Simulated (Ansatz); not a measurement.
Consider the interaction energy of a dimer with the counterpoise correction of BH4NS, SMILES NBS (Ansatz 0.2.0 through its Python package).

`bh4ns.py`:
```python
"""Binding of a BH4NS dimer at a trial geometry."""

import ansatz as az

FIRST = [
    ("N", (-1.0478, 0.3621, -0.4821)),
    ("B", (-0.1115, 0.1242, 0.6283)),
    ("S", (0.8791, -1.4563, 0.6244)),
    ("H", (-0.9566, -0.3654, -1.1856)),
    ("H", (-0.762, 1.2616, -0.9994)),
    ("H", (0.0216, 0.9242, 1.5043)),
    ("H", (1.9769, -0.8505, -0.0901)),
]
SECOND = [
    ("N", (2.5095, 1.1439, -1.2938)),
    ("B", (2.5898, 2.3924, -0.5185)),
    ("S", (3.6251, 3.7878, -1.197)),
    ("H", (2.9823, 1.2495, -2.1869)),
    ("H", (1.4837, 0.9597, -1.5626)),
    ("H", (2.0005, 2.5168, 0.5123)),
    ("H", (2.5077, 4.3694, -1.9013)),
]

def energy(atoms, ghosts=()):
    molecule = az.Crystal.molecule()
    for symbol, xyz in atoms:
        molecule = molecule.atom(symbol, xyz)
    calc = (
        molecule.calculation()
        .basis(gaussian="cc-pVDZ")
        .functional("r2SCAN")
        .accuracy("medium")
    )
    deck = calc.input()
    if ghosts:
        deck = deck.set(az.key.basis.gaussian.ghost_atoms, [{"symbol": s, "position_ang": list(xyz)} for s, xyz in ghosts])
    return az.Session.from_dict(deck).plan().execute().report["free_energy_ev"]

# monomers in their own basis and in the basis of the dimer
both = energy(FIRST + SECOND)
alone = energy(FIRST) + energy(SECOND)
ghosted = energy(FIRST, SECOND) + energy(SECOND, FIRST)
print(f"dimer {both:.6f} eV")
print(f"interaction, uncorrected   {23.060548 * (both - alone):8.3f} kcal/mol")
print(f"interaction, counterpoise  {23.060548 * (both - ghosted):8.3f} kcal/mol")
print(f"basis-set superposition    {23.060548 * (alone - ghosted):8.3f} kcal/mol")
```

How large is the interaction at this pose, and how much of it is basis-set superposition?

Uncorrected it is -1.734 kcal/mol, with the counterpoise correction -0.213 kcal/mol; the difference, 1.52 kcal/mol, is the superposition error.

The run itself:

Output of `python bh4ns.py`:
```text
dimer -26131.591954 eV
interaction, uncorrected     -1.734 kcal/mol
interaction, counterpoise    -0.213 kcal/mol
basis-set superposition       1.521 kcal/mol
```

Notes:
- These settings explore the input space; basis and method may be short of convergence.
- The dimer is a generated trial pose of unrelaxed monomers, not a minimum, so the figure is no binding energy, and the basis set is small.
- This level lacks the dispersion part of the attraction (electrostatics and induction are there), which can decide the sign where the interaction is weak.
- The whole script took 18 s on 1 thread of Intel(R) Xeon(R) Processor @ 2.30GHz (shared host), peak memory 0.31 GiB.
